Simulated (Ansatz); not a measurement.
# BaCdSbF: the cost of one run

Method: DFT PBEsol, scalar-relativistic, plane waves, PAW, in Ansatz 0.2.0.

**1. The structure to begin with**

The structure is tetragonal, space group P4/nmm (No. 129). The conventional cell has a = 4.579 Å, b = 4.579 Å, c = 9.740 Å, α = 90.00°, β = 90.00°, γ = 90.00°. Ba (site symmetry 4mm) has 4 F at 2.67 Å as nearest neighbours. Cd (site symmetry -4m2) has 4 Sb at 2.91 Å and 4 Cd at 3.24 Å as nearest neighbours. Sb (site symmetry 4mm) is surrounded by 4 Cd at 2.91 Å. F (site symmetry -4m2) has 4 Ba at 2.67 Å as nearest neighbours.

As a file:

```
Ba Cd Sb F
1.0
     4.57920    0.00000    0.00000
     0.00000    4.57920    0.00000
     0.00000    0.00000    9.74000
Ba Cd Sb F
2 2 2 2
Direct
  0.50000 0.00000 0.35865
  0.00000 0.50000 0.64135
  0.50000 0.50000 0.00000
  0.00000 0.00000 0.00000
  0.50000 0.00000 0.81486
  0.00000 0.50000 0.18514
  0.50000 0.50000 0.50000
  0.00000 0.00000 0.50000
```

The structure comes from the Crystallography Open Database.

(A quick probe on a coarse mesh, which set the mesh and smearing, is not shown.)

**3. The listed cell as it stands**

input.yaml

```yaml
crystal:
  lattice:
    - [4.5792, 0.0, 0.0]
    - [0.0, 4.5792, 0.0]
    - [0.0, 0.0, 9.74]
  atoms:
    - { symbol: Ba, position: [0.5, 0.0, 0.35865] }
    - { symbol: Ba, position: [0.0, 0.5, 0.64135] }
    - { symbol: Cd, position: [0.5, 0.5, 0.0] }
    - { symbol: Cd, position: [0.0, 0.0, 0.0] }
    - { symbol: Sb, position: [0.5, 0.0, 0.81486] }
    - { symbol: Sb, position: [0.0, 0.5, 0.18514] }
    - { symbol: F, position: [0.5, 0.5, 0.5] }
    - { symbol: F, position: [0.0, 0.0, 0.5] }
basis:
  ecutwfc: 420
kpoints:
  mp_grid: { grid: [8, 8, 4] }
hamiltonian:
  xc: pbesol
scf:
  occupations: { method: gaussian, width: 0.01 }
output:
  forces: true
  stress: true
  eigenvalues: true
  populations: true
```

Started as:

```console
> ansatz run input.yaml --threads 1 --pin off --max-ram 2560MiB --backend cpu --events-out ev --progress --plain --runs-dir out
```

Q: Estimate wall time and peak memory on 1 thread of Arm Neoverse N1, shared host.

About 84 s, with a peak of 0.7 GiB.
